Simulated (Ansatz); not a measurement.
# Y2Hf3O9: the cost of one run

Program: Ansatz 0.2.0. Level of theory: DFT PBEsol, scalar-relativistic, plane waves, PAW. These are calculated values, not measurements.

## Step 1: Starting point

The cell holds 14 atoms (Hf3O9Y2): a = 5.419 Å, b = 6.637 Å, c = 6.637 Å, α = 80.41°, β = 65.91°, γ = 65.91°.

The sites of an ideal fluorite lattice, at a guessed lattice constant, take 2 Y, 3 Hf; 9 O, 1 vacancies (sublattices apart by semicolons), with a shake of 0.02 Å. Warren-Cowley parameters of the first shell (negative: unlike neighbours preferred): Hf-Y -0.25. In a cell this small the draw can fall short of the order aimed at.

As a file:

```xyz
14
Lattice="-5.4190 0.0000 0.0000 -2.7095 5.4190 2.7095 -2.7095 2.7095 -5.4190" Properties=species:S:1:pos:R:3 pbc="T T T"
O    -6.7600    4.0470   -4.0718
O    -6.7739    4.0683    1.3693
O    -6.7811    6.7685   -1.3597
O    -1.3578    1.3277   -1.3615
O    -9.4777    6.7960   -1.3100
O    -4.0565    1.3685   -1.3861
O    -4.0680    4.0696   -4.0547
O    -6.7731    4.0881   -1.4029
O    -4.1093    4.0668    1.3608
Y    -5.4406    2.6969   -2.6515
Y    -2.6844    2.7313   -0.0132
Hf  -10.8215    8.1087   -2.6869
Hf   -8.1575    5.4120   -2.7306
Hf   -5.4482    5.4429   -0.0149
```

## Step 2: Relaxation without symmetry, coarse mesh

A cheap relaxation: coarse mesh, no symmetry, loose thresholds.

Contents of input.yaml:

```yaml
crystal:
  lattice:
    - [-5.41900962, 0.0, 0.0]
    - [-2.70950481, 5.41900962, 2.70950481]
    - [-2.70950481, 2.70950481, -5.41900962]
  atoms:
    - { symbol: O, position: [0.6490981848, 0.2968898658, 0.8998389154] }
    - { symbol: O, position: [0.850123491, 0.7016693095, 0.0981503737] }
    - { symbol: O, position: [0.4517595444, 0.8988549037, 0.7003347572] }
    - { symbol: O, position: [0.0533205866, 0.0955053956, 0.2989961715] }
    - { symbol: O, position: [0.9481574471, 0.9065908259, 0.6950415123] }
    - { symbol: O, position: [0.5458913944, 0.0997204496, 0.3056431078] }
    - { symbol: O, position: [0.1504479294, 0.3014851501, 0.8989870247] }
    - { symbol: O, position: [0.7454589404, 0.4999661295, 0.5088619108] }
    - { symbol: O, position: [0.3582656705, 0.7008167525, 0.0992865724] }
    - { symbol: "Y", position: [0.607522781, 0.2024208538, 0.5904988369] }
    - { symbol: "Y", position: [0.1924565046, 0.40225181, 0.2035536323] }
    - { symbol: Hf, position: [0.9999766779, 0.9987471648, 0.9952027675] }
    - { symbol: Hf, position: [0.8053588453, 0.5974021583, 0.8025962039] }
    - { symbol: Hf, position: [0.4021997104, 0.802421872, 0.4039649456] }
  symmetry: { detect: false }
basis:
  ecutwfc: 420
kpoints:
  mp_grid: { grid: [2, 2, 2], shift: [0.5, 0.5, 0.5] }
hamiltonian:
  xc: pbesol
scf:
  occupations: { method: gaussian, width: 0.1 }
  lower_state_search: "off"
output:
  forces: true
  stress: true
  eigenvalues: true
relax:
  adjacent_minimum: "off"
  f_tol: 0.04
  max_steps: 50
  cell: { stress_tol: 0.3 }
```

Command:

```console
$ ansatz run input.yaml --threads 4 --pin off --max-ram 9216MiB --backend cpu --events-out ev --progress --plain --runs-dir out
```

What time and memory should one allow on 4 threads of Intel Xeon Platinum 8375C at 2.90GHz (Ice Lake), shared host?

About 38 s, with a peak of 0.74 GiB.
